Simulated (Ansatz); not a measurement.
**TaTe: a trial structure relaxed**

The task: take a trial cell of TaTe to zero force and stress.

Method: DFT PBE, scalar-relativistic, plane waves, PAW, in Ansatz 0.2.0.

### 1 The structure to begin with

The structure is cubic, space group Pm-3m (No. 221). The conventional cell has a = 3.372 Å, b = 3.372 Å, c = 3.372 Å, α = 90.00°, β = 90.00°, γ = 90.00°. Around Ta (site symmetry m-3m) lie 8 Te at 2.92 Å. Te (site symmetry m-3m) is surrounded by 8 Ta at 2.92 Å.

Coordinates:

```cif
data_structure
_symmetry_space_group_name_H-M 'Pm-3m'
_symmetry_Int_Tables_number 221
_cell_length_a 3.3724
_cell_length_b 3.3724
_cell_length_c 3.3724
_cell_angle_alpha 90.000
_cell_angle_beta 90.000
_cell_angle_gamma 90.000
_cell_volume 38.35
loop_
_atom_site_label
_atom_site_type_symbol
_atom_site_symmetry_multiplicity
_atom_site_Wyckoff_symbol
_atom_site_fract_x
_atom_site_fract_y
_atom_site_fract_z
_atom_site_occupancy
Ta1 Ta 1 b 0.50000 0.50000 0.50000 1
Te1 Te 1 a 0.00000 0.00000 0.00000 1
```

A structure generator made this guess: random cell by space group and Wyckoff sites (Pm-3m, No. 221). Lengths come from tabulated atomic sizes and are only a guess.

### 2 A first look at the guess

File input.yaml:

```yaml
crystal:
  lattice:
    - [3.37236799, 0.0, 0.0]
    - [0.0, 3.37236799, 0.0]
    - [0.0, 0.0, 3.37236799]
  atoms:
    - { symbol: Ta, position: [0.5, 0.5, 0.5] }
    - { symbol: Te, position: [0.0, 0.0, 0.0] }
basis:
  ecutwfc: 420
kpoints:
  mp_grid: { grid: [6, 6, 6] }
hamiltonian:
  xc: pbe
scf:
  occupations: { method: gaussian, width: 0.1 }
  lower_state_search: "off"
output:
  forces: true
  stress: true
  eigenvalues: true
```

The run is started by

```console
> ansatz run input.yaml --threads 1 --pin off --max-ram 2048MiB --backend cpu --events-out ev --progress --plain --runs-dir out
```

What it wrote, shortened:

```text
[...]
SCF converged after 6 iterations
Free energy (F): -16911.755437 eV
[...]
E sigma→0 (E₀):  -16911.746683 eV
Entropy (-TS):   -0.017506 eV (-8.753 meV/atom)
Fermi energy:    18.902980 eV
[...]
--- Forces (eV/Å), atoms counted from 1 ---
  atom   1  Ta     0.00000000    -0.00000000    -0.00000000
  atom   2  Te    -0.00000000     0.00000000     0.00000000
[...]
--- Stress (GPa, compression-positive) ---
        6.747191       0.000000       0.000000
       -0.000000       6.747191       0.000000
        0.000000       0.000000       6.747191
  P = ⅓ Tr σ = 6.7472 GPa (67.472 kbar)
--- Band table (eV; the first three rows and the last of 20) ---
  k-point 0: bands = ["-49.4237", "-19.0500", "-19.0500", "-19.0188", "-19.0188", "-19.0188", "-15.8908", "-15.8908", "-15.8908", "3.7163", "15.9353", "15.9353", "17.4769", "17.4769", "17.4769", "20.4126", "20.4126", "20.4126", "21.4551"]
[...]
```

It took 1.6 s on 1 thread of Arm Neoverse V1, shared host; peak memory 0.28 GiB.

The probe gives pressure 6.7 GPa, largest force 0.00 eV/Å, gap on this mesh none (metal). A cheap, loose relaxation comes first.

### 3 A loose first relaxation

Changes to input.yaml since step 2:

```diff
@@ -21 +21,6 @@
   eigenvalues: true
+relax:
+  adjacent_minimum: "off"
+  f_tol: 0.04
+  max_steps: 70
+  cell: { stress_tol: 0.4 }
```

The run is started by

```console
> ansatz run input.yaml --threads 1 --pin off --max-ram 2048MiB --backend cpu --events-out ev --progress --plain --runs-dir out
```

What it wrote:

```text
Warning: RAYON_NUM_THREADS=1 ignored (pool sized by the plan → 1); use --threads N
Engine: ansatz 0.2.0, aarch64-unknown-linux-gnu
Pseudopotentials: kind: paw
Pseudopotential: Ta, paw, valence charge 13, recommended cutoff 420 eV (normal), Ta.paw.azcp
Pseudopotential: Te, paw, valence charge 16, recommended cutoff 420 eV (normal), Te.paw.azcp
Functional definition: PBE
  parameter kappa = 0.804
  parameter beta = 0.06672455060314922
  exchange = pbe_x(kappa = kappa, mu = beta*pi^2/3)
  correlation = pbe_c(beta = beta)
Crystal: 2 atoms, lattice volume = 38.353 Å³
Basis set: ecut = 420 eV, 739 PW (Γ), exchange–correlation on 48×48×48 points (8 copies of the dense FFT grid, shifted against one another)
Bands: 19, of which v1, the nominal top of the filled ones, is band 15 counted from 1 (14 counted from 0)
Symmetry: 48 space group operations
Space group: Pm-3m (ITA 221), of the structure as read, at distance tolerance 3.4e-5 Å
k-points: 20 of 216
Non-local potential: Ta, projectors of the file, l = 0: 3, l = 1: 2, l = 2: 2, l = 3: 1
Non-local potential: Te, projectors of the file, l = 0: 2, l = 1: 2, l = 2: 2, l = 3: 2
PAW form: soft (Blöchl's): semilocal exchange-correlation on the pseudo side does not see the compensation charge
PAW one-centre angular grid: Ta, 590 points (default); XC on 64 Gauss nodes
PAW one-centre angular grid: Te, 590 points (default); XC on 64 Gauss nodes
Initial density: superposition of atomic densities (neutral atoms: chi_scale 0, normalization atom), corrected by the library's trained network
Initial wavefunctions: pseudopotential atomic-orbital guess
Functional: x = pbe(κ = 0.804, μ = 0.2195149727645171), c = pbe(β = 0.06672455060314922)
SCF iter   1: F=—  HF=-16911.755276 eV  |F-HF|=—  |Δ(HF+E_count)|=         —  Δρ=3.40e-3  dr2=2.83e-3  ethr=1.77e-3  ⟨swp⟩=5.2  Hψ=1852  notcnv=0
preconditioner: auto → none  [metal: Δε(μ)=0.085 eV  Ē_g=8.340 eV  σ=0.100 eV  W_gap=0.39  n_scr=6 (ndim 8)  ℏωp=19.9 eV  f_vac=0.000  D(μ)=3.46/eV (n_scr^D=32)  sad-step TF]
SCF iter   2: F=—  HF=-16911.755378 eV  |F-HF|=—  |Δ(HF+E_count)|=   1.02e-4  Δρ=2.13e-3  dr2=1.47e-3  ethr=9.76e-6  ⟨swp⟩=2.2  Hψ=758  notcnv=0
SCF iter   3: F=—  HF=-16911.755519 eV  |F-HF|=—  |Δ(HF+E_count)|=   1.41e-4  Δρ=5.64e-4  dr2=9.47e-5  ethr=5.08e-6  ⟨swp⟩=3.0  Hψ=653  notcnv=0
SCF iter   4: F=—  HF=-16911.755436 eV  |F-HF|=—  |Δ(HF+E_count)|=   8.28e-5  Δρ=2.18e-4  dr2=6.15e-6  ethr=3.26e-7  ⟨swp⟩=2.0  Hψ=620  notcnv=0
SCF iter   5: F=—  HF=-16911.755437 eV  |F-HF|=—  |Δ(HF+E_count)|=   3.14e-7  Δρ=2.71e-5  dr2=1.49e-7  ethr=2.12e-8  ⟨swp⟩=2.0  Hψ=640  notcnv=0
SCF iter   6: F=-16911.755437 eV  HF=-16911.755437 eV  |F-HF|=1.73e-8  |Δ(HF+E_count)|=   4.70e-8  Δρ=7.21e-6  dr2=1.30e-8  ethr=3.45e-10  ⟨swp⟩=5.5  Hψ=1517  notcnv=0
SCF 1 converged in 6 iterations: F = -16911.755437 eV  dr2 = 1.30e-8
relax step   1: F+E_penalty+E_count = -16911.75543654 eV  Δ(F+E_penalty+E_count) = +0.000e0 eV  max|allowed force component| = 9.072e-29 eV/Å  Δτ_max = 0.0000 Å  P = +6.747 GPa  Ω = 38.353 Å³  (6 SCF iters, dr2 threshold 1.00e-7 eV, accepted)
Crystal: 2 atoms, lattice volume = 44.237 Å³
Basis set: ecut = 420 eV, 847 PW (Γ), exchange–correlation on 48×48×48 points (8 copies of the dense FFT grid, shifted against one another)
Initial density: handed on by an earlier stage of this run
Initial wavefunctions: those handed on with the density
iter 1 solved again at ethr=7.17e-4 eV; its pass at ethr=3.10e-3 eV (dr2=2.08e-1 eV) is discarded
SCF iter   1: F=—  HF=-16911.663719 eV  |F-HF|=—  |Δ(HF+E_count)|=         —  Δρ=1.35e-2  dr2=2.08e-1  ethr=7.17e-4  ⟨swp⟩=1.0  Hψ=2330  notcnv=0
preconditioner: auto → Kerker (q_TF=auto, 2.543 Å⁻¹)  [metal: Δε(μ)=0.038 eV  Ē_g=7.439 eV  σ=0.100 eV  W_gap=0.21  n_scr=18 (ndim 8)  ℏωp=18.5 eV  f_vac=0.000  D(μ)=4.30/eV (n_scr^D=56)]
SCF iter   2: F=—  HF=-16911.622775 eV  |F-HF|=—  |Δ(HF+E_count)|=   4.09e-2  Δρ=5.20e-3  dr2=3.07e-2  ethr=7.16e-4  ⟨swp⟩=2.0  Hψ=492  notcnv=0
SCF iter   3: F=—  HF=-16911.615484 eV  |F-HF|=—  |Δ(HF+E_count)|=   7.29e-3  Δρ=1.40e-3  dr2=1.24e-3  ethr=1.06e-4  ⟨swp⟩=1.9  Hψ=446  notcnv=0
SCF iter   4: F=—  HF=-16911.615259 eV  |F-HF|=—  |Δ(HF+E_count)|=   2.25e-4  Δρ=3.49e-4  dr2=4.41e-5  ethr=4.27e-6  ⟨swp⟩=1.9  Hψ=496  notcnv=0
SCF iter   5: F=—  HF=-16911.615239 eV  |F-HF|=—  |Δ(HF+E_count)|=   1.96e-5  Δρ=7.71e-5  dr2=2.33e-6  ethr=1.52e-7  ⟨swp⟩=2.1  Hψ=591  notcnv=0
SCF iter   6: F=-16911.615239 eV  HF=-16911.615239 eV  |F-HF|=3.28e-8  |Δ(HF+E_count)|=   3.29e-7  Δρ=1.42e-5  dr2=8.86e-8  ethr=6.90e-10  ⟨swp⟩=6.6  Hψ=1665  notcnv=0
SCF 2 converged in 6 iterations: F = -16911.615239 eV  dr2 = 8.86e-8
relax step   2: F+E_penalty+E_count = -16911.61523936 eV  Δ(F+E_penalty+E_count) = +1.402e-1 eV  max|allowed force component| = 1.972e-30 eV/Å  Δτ_max = 0.0000 Å  P = -11.718 GPa  Ω = 44.237 Å³  energy of the carried Pulay correction = -1.765e-3 eV  (6 SCF iters, dr2 threshold 2.00e-7 eV, rejected (line search))
Crystal: 2 atoms, lattice volume = 40.312 Å³
Basis set: ecut = 420 eV, 751 PW (Γ), exchange–correlation on 48×48×48 points (8 copies of the dense FFT grid, shifted against one another)
iter 1 solved again at ethr=1.79e-4 eV; its pass at ethr=3.10e-3 eV (dr2=5.20e-2 eV) is discarded
SCF iter   1: F=—  HF=-16911.800440 eV  |F-HF|=—  |Δ(HF+E_count)|=         —  Δρ=7.28e-3  dr2=5.15e-2  ethr=1.79e-4  ⟨swp⟩=1.0  Hψ=2212  notcnv=0
preconditioner: auto → none  [metal: Δε(μ)=0.081 eV  Ē_g=7.884 eV  σ=0.100 eV  W_gap=0.38  n_scr=6 (ndim 8)  ℏωp=19.4 eV  f_vac=0.000  D(μ)=3.78/eV (n_scr^D=56)]
SCF iter   2: F=—  HF=-16911.788269 eV  |F-HF|=—  |Δ(HF+E_count)|=   1.22e-2  Δρ=2.68e-3  dr2=6.37e-3  ethr=1.78e-4  ⟨swp⟩=1.9  Hψ=428  notcnv=0
SCF iter   3: F=—  HF=-16911.786595 eV  |F-HF|=—  |Δ(HF+E_count)|=   1.67e-3  Δρ=2.82e-4  dr2=3.62e-5  ethr=2.20e-5  ⟨swp⟩=2.0  Hψ=461  notcnv=0
SCF iter   4: F=—  HF=-16911.786594 eV  |F-HF|=—  |Δ(HF+E_count)|=   1.20e-6  Δρ=7.45e-5  dr2=6.42e-7  ethr=1.25e-7  ⟨swp⟩=2.6  Hψ=616  notcnv=0
SCF iter   5: F=—  HF=-16911.786594 eV  |F-HF|=—  |Δ(HF+E_count)|=   1.54e-8  Δρ=1.16e-5  dr2=2.33e-8  ethr=2.21e-9  ⟨swp⟩=2.0  Hψ=670  notcnv=0
SCF iter   6: F=-16911.786594 eV  HF=-16911.786594 eV  |F-HF|=2.87e-10  |Δ(HF+E_count)|=  9.46e-11  Δρ=1.44e-6  dr2=4.03e-10  ethr=4.41e-12  ⟨swp⟩=6.2  Hψ=1801  notcnv=0
SCF 3 converged in 6 iterations: F = -16911.786594 eV  dr2 = 4.03e-10
relax step   3: F+E_penalty+E_count = -16911.78659408 eV  Δ(F+E_penalty+E_count) = -3.116e-2 eV  max|allowed force component| = 2.219e-30 eV/Å  Δτ_max = 0.0000 Å  P = -1.183 GPa  Ω = 40.312 Å³  energy of the carried Pulay correction = -6.170e-4 eV  (6 SCF iters, accepted)
Crystal: 2 atoms, lattice volume = 39.991 Å³
iter 1 solved again at ethr=1.49e-6 eV; its pass at ethr=3.10e-3 eV (dr2=4.31e-4 eV) is discarded
SCF iter   1: F=—  HF=-16911.788043 eV  |F-HF|=—  |Δ(HF+E_count)|=         —  Δρ=6.73e-4  dr2=4.35e-4  ethr=1.49e-6  ⟨swp⟩=2.0  Hψ=2048  notcnv=0
preconditioner: auto → none  [metal: Δε(μ)=0.010 eV  Ē_g=7.994 eV  σ=0.100 eV  W_gap=0.06  n_scr=6 (ndim 8)  ℏωp=19.5 eV  f_vac=0.000  D(μ)=3.65/eV (n_scr^D=32)]
SCF iter   2: F=—  HF=-16911.787940 eV  |F-HF|=—  |Δ(HF+E_count)|=   1.03e-4  Δρ=2.42e-4  dr2=5.12e-5  ethr=1.49e-6  ⟨swp⟩=1.9  Hψ=431  notcnv=0
SCF iter   3: F=—  HF=-16911.787918 eV  |F-HF|=—  |Δ(HF+E_count)|=   2.23e-5  Δρ=2.88e-5  dr2=4.33e-7  ethr=1.77e-7  ⟨swp⟩=2.0  Hψ=453  notcnv=0
iter 4 did not close the SCF: its close was put off for the readings that it lacked (scf_convergence_deferred on its scf_iter line)
SCF iter   4: F=-16911.787918 eV  HF=-16911.787917 eV  |F-HF|=1.50e-8  |Δ(HF+E_count)|=   1.02e-8  Δρ=7.27e-6  dr2=6.10e-9  ethr=1.49e-9  ⟨swp⟩=2.1  Hψ=642  notcnv=0
iter 5 did not close the SCF: its close was put off for the readings that it lacked (scf_convergence_deferred on its scf_iter line)
SCF iter   5: F=-16911.787918 eV  HF=-16911.787918 eV  |F-HF|=5.09e-11  |Δ(HF+E_count)|=   1.65e-8  Δρ=1.28e-6  dr2=3.04e-10  ethr=2.10e-11  ⟨swp⟩=2.0  Hψ=674  notcnv=0
SCF iter   6: F=-16911.787918 eV  HF=-16911.787918 eV  |F-HF|=1.09e-11  |Δ(HF+E_count)|=  1.93e-10  Δρ=1.39e-7  dr2=4.68e-12  ethr=1.05e-12  ⟨swp⟩=1.0  Hψ=1096  notcnv=0
SCF 4 converged in 6 iterations: F = -16911.787918 eV  dr2 = 4.68e-12
relax step   4: F+E_penalty+E_count = -16911.78791751 eV  Δ(F+E_penalty+E_count) = -1.323e-3 eV  max|allowed force component| = 3.714e-30 eV/Å  Δτ_max = 0.0000 Å  P = -0.027 GPa  Ω = 39.991 Å³  energy of the carried Pulay correction = -5.178e-4 eV  (6 SCF iters, dr2 threshold 2.00e-7 eV, accepted)
Initial wavefunctions: pseudopotential atomic-orbital guess (no wavefunctions were taken with the density)
iter 1 solved again at ethr=7.39e-8 eV; its pass at ethr=3.10e-3 eV (dr2=2.14e-5 eV) is discarded
SCF iter   1: F=—  HF=-16911.788288 eV  |F-HF|=—  |Δ(HF+E_count)|=         —  Δρ=3.90e-4  dr2=1.45e-6  ethr=7.39e-8  ⟨swp⟩=3.1  Hψ=2849  notcnv=0
preconditioner: auto → none  [metal: Δε(μ)=0.011 eV  Ē_g=8.001 eV  σ=0.100 eV  W_gap=0.06  n_scr=6 (ndim 8)  ℏωp=19.5 eV  f_vac=0.000  D(μ)=3.64/eV (n_scr^D=32)]
SCF iter   2: F=—  HF=-16911.788410 eV  |F-HF|=—  |Δ(HF+E_count)|=   1.22e-4  Δρ=1.95e-4  dr2=3.54e-7  ethr=4.99e-9  ⟨swp⟩=1.3  Hψ=449  notcnv=0
SCF iter   3: F=—  HF=-16911.788450 eV  |F-HF|=—  |Δ(HF+E_count)|=   4.00e-5  Δρ=1.08e-5  dr2=3.18e-9  ethr=1.22e-9  ⟨swp⟩=1.0  Hψ=380  notcnv=0
iter 4 did not close the SCF: its close was put off for the readings that it lacked (scf_convergence_deferred on its scf_iter line)
SCF iter   4: F=-16911.788450 eV  HF=-16911.788450 eV  |F-HF|=2.91e-10  |Δ(HF+E_count)|=   1.20e-7  Δρ=7.18e-7  dr2=4.45e-11  ethr=1.10e-11  ⟨swp⟩=2.0  Hψ=646  notcnv=0
iter 5 did not close the SCF: its close was put off for the readings that it lacked (scf_convergence_deferred on its scf_iter line)
SCF iter   5: F=-16911.788450 eV  HF=-16911.788450 eV  |F-HF|=3.64e-12  |Δ(HF+E_count)|=  3.09e-10  Δρ=7.84e-8  dr2=1.41e-12  ethr=1.00e-12  ⟨swp⟩=1.1  Hψ=381  notcnv=0
SCF iter   6: F=-16911.788450 eV  HF=-16911.788450 eV  |F-HF|=0.00e0  |Δ(HF+E_count)|=    0.00e0  Δρ=2.19e-8  dr2=6.39e-14  ethr=1.00e-12  ⟨swp⟩=1.9  Hψ=889  notcnv=0
SCF 5 converged in 6 iterations: F = -16911.788450 eV  dr2 = 6.39e-14
relax step   5: F+E_penalty+E_count = -16911.78845021 eV  Δ(F+E_penalty+E_count) = -5.327e-4 eV  max|allowed force component| = 5.111e-30 eV/Å  Δτ_max = 0.0000 Å  P = -0.025 GPa  Ω = 39.991 Å³  stress off target by 2.51e-2 GPa  SCF on the basis re-selected at this cell (its energy is not comparable with the rows above)  (6 SCF iters)
basis re-selected at this cell: Δ(F+E_penalty+E_count) = -5.327e-4 eV, ΔP = +0.002 GPa vs the last step (what re-selecting the basis moved, of the pressure what is left beyond the Pulay correction that the steps carried, after the strain that the cell walked since its last selection, with what the two solves' SCF thresholds leave and, on support functions, any second-order correction that the steps lacked; it is no measure of the basis error at this ecutwfc). This SCF's stress stands 2.51e-2 GPa from its target on what of the cell is left free (relax.cell.stress_tol is 4.00e-1 GPa) and its largest allowed force component is 5.11e-30 eV/Å (relax.f_tol is 4.00e-2 eV/Å): within both
SCF converged after 6 iterations
Free energy (F): -16911.788450 eV
Harris-Foulkes:  -16911.788450 eV  (|F-HF|=0.00e0)
Internal energy: -16911.770234 eV  (E = F + TS)
E sigma→0 (E₀):  -16911.779342 eV
Entropy (-TS):   -0.018216 eV (-9.108 meV/atom)
Fermi energy:    18.027822 eV
--- Per-component energies (eV) ---
  E_band       = -260.350569
  E_kinetic    = 549.413214
  E_local      = -1331.200707  (includes V_loc(G=0)·N_el)
  E_nonlocal   = -295.678734
  E_hartree    = 810.853199
  E_xc         = -343.939939
  E_vxc        = -310.040719  (∫ρ·V_xc dr)
  E_paw        = -13060.040221  (= ΣΔE_a)
  E_vpaw       = -494.549979  (= ΣTr[D̂ρ^β])
  E_aug_tail   = -0.000047  (compensation charges beyond the density's cutoff)
  E_ewald      = -3241.177000
  E_smearing   = -0.018216  (= −TS)
  E_closure    = 0.000000  (closes the sum)
  Σ components = -16911.788450   (vs F -16911.788450, Δ=0.00e0)
--- Forces (eV/Å), atoms counted from 1 ---
  atom   1  Ta    -0.00000000    -0.00000000    -0.00000000
  atom   2  Te    -0.00000000    -0.00000000     0.00000000
  max |Σ_I F_I| component: 1.08e-29 eV/Å
--- Stress (GPa, compression-positive) ---
       -0.025076       0.000000       0.000000
        0.000000      -0.025076      -0.000000
        0.000000      -0.000000      -0.025076
  P = ⅓ Tr σ = -0.0251 GPa (-0.251 kbar)
--- Band table (eV; the first three rows and the last of 20) ---
  k-point 0: bands = ["-50.4277", "-19.8912", "-19.8912", "-19.8643", "-19.8643", "-19.8643", "-16.8767", "-16.8767", "-16.8767", "3.1460", "15.2267", "15.2267", "16.5585", "16.5585", "16.5585", "19.4430", "19.4430", "19.4430", "20.1067"]
  k-point 1: bands = ["-50.4265", "-19.8909", "-19.8841", "-19.8681", "-19.8681", "-19.8641", "-16.9156", "-16.8704", "-16.8704", "3.4968", "13.3938", "15.4019", "16.0573", "16.0573", "17.1182", "19.4882", "20.1979", "20.1979", "21.7771"]
  k-point 2: bands = ["-50.4242", "-19.8903", "-19.8757", "-19.8757", "-19.8700", "-19.8635", "-16.9923", "-16.8578", "-16.8578", "4.4078", "10.7406", "15.3510", "15.3510", "15.8105", "18.9463", "19.5814", "21.7996", "21.7996", "23.1827"]
  k-point 19: bands = ["-50.4141", "-19.8942", "-19.8942", "-19.8942", "-19.8454", "-19.8454", "-16.9687", "-16.9687", "-16.9687", "7.5601", "11.3303", "11.3303", "11.3303", "19.5522", "19.5522", "19.5522", "21.3052", "21.3052", "22.5834"]
--- Relaxed structure (4 steps of the walk, 3 accepted, 1 SCFs on fresh bases) ---
  F+E_penalty+E_count = -16911.78845021 eV   max|allowed force component| = 5.111e-30 eV/Å   (the final SCF, on the basis selected at the relaxed cell)
  cell:  # Å, volume = 39.9908 Å³
    - [3.4196885942576585, 4.81482486096809e-34, 2.8888949165808538e-34]
    - [4.81482486096809e-34, 3.4196885942576585, 0.0]
    - [4.172848212839011e-34, 0.0, 3.4196885942576585]
  atoms:
    - { symbol: Ta, position: [0.5, 0.5, 0.5] }
    - { symbol: Te, position: [-2.7701572870656525e-46, -7.490682167507517e-96, 4.328370761040082e-48] }
```

Run time: 5.6 s. Hardware: 1 thread of Arm Neoverse V1, shared host; peak memory 0.3 GiB.

Relaxation path:

| step | E - E(step 1) (eV/cell) | largest force component (eV/Å) | pressure (GPa) | volume (Å³) |
| --- | --- | --- | --- | --- |
| 1 | 0.0000 | 0.0000 | 6.75 | 38.35 |
| 2 | 0.1402 | 0.0000 | -11.72 | 44.24 |
| 3 | -0.0312 | 0.0000 | -1.18 | 40.31 |
| 4 | -0.0325 | 0.0000 | -0.03 | 39.99 |
| 5 | -0.0330 | 0.0000 | -0.03 | 39.99 |

Step 1 is the start. Step 5 repeats the geometry before it on a plane-wave basis chosen anew for that cell, so its energy need not be comparable with the rows above. Step 2 was tried and not accepted.

|  | before | after | change |
| --- | --- | --- | --- |
| a (Å) | 3.372 | 3.420 | +1.4 % |
| b (Å) | 3.372 | 3.420 | +1.4 % |
| c (Å) | 3.372 | 3.420 | +1.4 % |
| volume (Å³/atom) | 19.18 | 20.00 | +4.3 % |
| shortest distance (Å) | 2.921 | 2.962 | +1.4 % |
| space group (0.01 Å) | Pm-3m | Pm-3m | same |

Forces and stress were held to the start's 48 operations: a distortion of lower symmetry was not tested.

### 4 Full relaxation

The end of the coarse run is made exact in the group found at a tolerance of 0.06 Å and reduced to its primitive cell.

File input.yaml:

```yaml
crystal:
  lattice:
    - [3.4196885943, 0.0, 0.0]
    - [0.0, 3.4196885943, 0.0]
    - [0.0, 0.0, 3.4196885943]
  atoms:
    - { symbol: Ta, position: [0.5, 0.5, 0.5] }
    - { symbol: Te, position: [0.0, 0.0, 0.0] }
basis:
  ecutwfc: 420
kpoints:
  mp_grid: { grid: [16, 16, 16] }
hamiltonian:
  xc: pbe
scf:
  occupations: { method: gaussian, width: 0.1 }
output:
  forces: true
  stress: true
  eigenvalues: true
relax:
  adjacent_minimum: "off"
  f_tol: 0.01
  max_steps: 80
  cell: { stress_tol: 0.05 }
```

The run is started by

```console
> ansatz run input.yaml --threads 1 --pin off --max-ram 2048MiB --backend cpu --events-out ev --progress --plain --runs-dir out
```

What it wrote, shortened:

```text
Warning: RAYON_NUM_THREADS=1 ignored (pool sized by the plan → 1); use --threads N
[...]
[... 4 set-up lines as earlier in the session ...]
[...]
Crystal: 2 atoms, lattice volume = 39.991 Å³
Basis set: ecut = 420 eV, 751 PW (Γ), exchange–correlation on 48×48×48 points (8 copies of the dense FFT grid, shifted against one another)
Bands: 19, of which v1, the nominal top of the filled ones, is band 15 counted from 1 (14 counted from 0)
[... 2 set-up lines as earlier in the session ...]
k-points: 165 of 4096
[...]
SCF iter   1: F=—  HF=-16911.801103 eV  |F-HF|=—  |Δ(HF+E_count)|=         —  Δρ=2.75e-3  dr2=2.53e-3  ethr=1.77e-3  ⟨swp⟩=5.2  Hψ=15327  notcnv=0
[...]
        0.000000      -0.000321      -0.000000
        0.000000      -0.000000      -0.000321
  P = ⅓ Tr σ = -0.0003 GPa (-0.003 kbar)
--- Band table (eV; the first three rows and the last of 165) ---
  k-point 0: bands = ["-50.4330", "-19.8507", "-19.8507", "-19.8237", "-19.8237", "-19.8237", "-16.8835", "-16.8835", "-16.8835", "3.1572", "15.2154", "15.2154", "16.5667", "16.5667", "16.5667", "19.4336", "19.4336", "19.4336", "20.1014"]
[...]
--- Relaxed structure (3 steps of the walk, 2 accepted, 1 SCFs on fresh bases) ---
  F+E_penalty+E_count = -16911.80140570 eV   max|allowed force component| = 1.072e-29 eV/Å   (the final SCF, on the basis selected at the relaxed cell)
  cell:  # Å, volume = 40.0048 Å³
    - [3.4200874081494406, 3.209883240645393e-35, -8.024708101613482e-36]
    - [3.209883240645393e-35, 3.4200874081494406, 0.0]
    - [-8.024708101613482e-36, 0.0, 3.4200874081494406]
  atoms:
    - { symbol: Ta, position: [0.49999999999999994, 0.49999999999999994, 0.49999999999999994] }
    - { symbol: Te, position: [-2.74316973907746e-99, 2.134238045492479e-48, 2.134238045492479e-48] }
```

It took 28 s on 1 thread of Arm Neoverse V1, shared host; peak memory 0.4 GiB.

Step by step:

```csv
step,E - E(step 1) (eV/cell),largest force component (eV/Å),pressure (GPa),volume (Å³)
1,0.0000,0.0000,0.05,39.99
2,0.0000,0.0000,-0.11,40.03
3,0.0000,0.0000,0.00,40.00
4,0.0000,0.0000,0.00,40.00
```

Step 1 is the start. Step 4 repeats the geometry before it on a plane-wave basis chosen anew for that cell, so its energy need not be comparable with the rows above. Step 2 was tried and not accepted.

|  | before | after | change |
| --- | --- | --- | --- |
| a (Å) | 3.420 | 3.420 | 0.0 % |
| b (Å) | 3.420 | 3.420 | 0.0 % |
| c (Å) | 3.420 | 3.420 | 0.0 % |
| volume (Å³/atom) | 20.00 | 20.00 | 0.0 % |
| shortest distance (Å) | 2.962 | 2.962 | 0.0 % |
| space group (0.01 Å) | Pm-3m | Pm-3m | same |

Forces and stress were held to the start's 48 operations: a distortion of lower symmetry was not tested.

### 5 Outcome

| quantity | value |
| --- | --- |
| symmetry at the end (tolerance 0.05 Å) | space group Pm-3m (No. 221) |
| conventional cell | a = 3.420 Å, b = 3.420 Å, c = 3.420 Å, α = 90.00°, β = 90.00°, γ = 90.00° |
| volume | 20.00 Å³/atom |
| energy over the elements | +0.21 eV/atom |
| gap on the mesh | none (metal) |

What this shows: The space group Pm-3m (No. 221) is kept, and the volume per atom grows by 4.3 % from the first guess. With a positive formation energy it can't be a ground state. No finished test with a distortion of lower symmetry is shown, so the end may be a saddle point. Spin-orbit coupling is left out for Ta, Te.
